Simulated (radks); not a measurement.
# Cs⁴⁺ in [Kr] 4d10 5s2 5p3: an all-electron calculation

The task here is to estimate one member of a computed series from the others.

Method: Dirac Kohn-Sham, revPBE, spin-unpolarised, spherical densities, finite nucleus; open shells are shared between the two j in proportion to 2j + 1. Code: radks (a radial shooting solver on a logarithmic mesh, Libxc functionals) version 1.

### What is computed

* element: caesium (Z = 55)
* charge: +4
* electrons: 51
* configuration: [Kr] 4d10 5s2 5p3
* nuclear rms radius: 4.8041 fm

The outer shells:

Cs⁴⁺
```
[Kr] core
4d [↑↓][↑↓][↑↓][↑↓][↑↓]
5s [↑↓]
5p [↑ ][↑ ][↑ ]
```

The first run:

Settings of this run:

```text
Z 55
configuration [Kr] 4d10 5s2 5p3
relativity Dirac
functional pbe_r,pbe
spin unpolarised
j_filling average
nucleus finite rms 4.8041 fm
c 137.035999084
```

Launch:

```bash
$ python run_ks.py task.json out
```

The same process makes all the runs of this session.

Among the steps run: Self-consistent calculation.

One of the session's tables, all rows but one given; the rest of the session is left out.

It belongs to the step «Shells». Sizes of the orbitals, from the radial functions (bohr):

```
level      <r>  outermost maximum (interpolated)  90 % within  nodes
1s1/2  0.02611                            0.0168       0.0470      0
2s1/2   0.1117                            0.0950        0.173      1
2p1/2  0.09403                            0.0727        0.154      0
2p3/2  0.09992                            0.0777        0.162      0
3s1/2        ?                                 ?            ?      ?
3p1/2   0.2886                             0.259        0.434      1
3p3/2   0.3004                             0.270        0.450      1
3d3/2   0.2713                             0.219        0.426      0
3d5/2   0.2750                             0.222        0.431      0
4s1/2   0.6941                             0.643        0.999      3
4p1/2   0.7196                             0.657         1.05      2
4p3/2   0.7468                             0.681         1.09      2
4d3/2   0.8257                             0.715         1.25      1
4d5/2   0.8357                             0.723         1.26      1
5s1/2    1.639                              1.50         2.33      4
5p1/2    1.812                              1.64         2.60      3
5p3/2    1.874                              1.70         2.69      3
```

Estimate the missing values for 3s1/2.

The run gave: <r>: 0.2986; outermost maximum (interpolated): 0.273; 90 % within: 0.439; nodes: 2. In the column «<r>» it lies between 3p1/2 (0.2886) and 3p3/2 (0.3004).

To keep in mind: Spin polarisation and multiplet splitting are left out.
